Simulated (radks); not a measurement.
**Ionisation of Se³⁺: one atom, several choices of relativity**

The task here is to estimate one member of a computed series from the others.

Method: Kohn-Sham, PBE, spin-unpolarised, spherical densities. Code: radks (a radial shooting solver on a logarithmic mesh, Libxc functionals) version 1.

## The atom as given

- element: selenium (Z = 34)
- charge: +3
- electrons: 31
- configuration: [Ar] 3d10 4s2 4p1
- ion: Se⁴⁺, [Ar] 3d10 4s2
- choices: non-relativistic; scalar-relativistic; Dirac, 2j+1 shares; Dirac, low j first; scalar-relativistic, finite nucleus; Dirac, 2j+1 shares, finite nucleus; Dirac, c × 0.75; Dirac, c × 5; Dirac, c × 100

The first run:

Settings of this run:

```text
Z 34
configuration [Ar] 3d10 4s2 4p1 5s0 4d0
relativity non-relativistic
functional pbe,pbe
spin unpolarised
nucleus point
```

Among the steps run: non-relativistic: Se³⁺.

One of the session's tables, all rows but one given; the rest of the session is left out.

It belongs to the step «non-relativistic: Se³⁺». Radial moments (bohr):

```
level     <r>  outermost maximum (interpolated)  90 % within  nodes
   2p  0.1728                             0.133        0.281      0
   3s  0.5847                             0.512        0.871      2
   3p  0.5936                             0.504        0.908      1
   3d  0.6239                             0.452         1.03      0
   4s   1.665                              1.47         2.43      3
   4p       ?                                 ?            ?      ?
   4d   2.657                              2.28         3.98      1
   5s   3.688                              3.51         5.22      4
```

Estimate the missing values for 4p.

The run gave: <r>: 1.891; outermost maximum (interpolated): 1.65; 90 % within: 2.79; nodes: 2. In the column «<r>» it lies between 4s (1.665) and 4d (2.657).

Limits of these values: Spin polarisation and multiplet splitting of open shells are left out at every level.
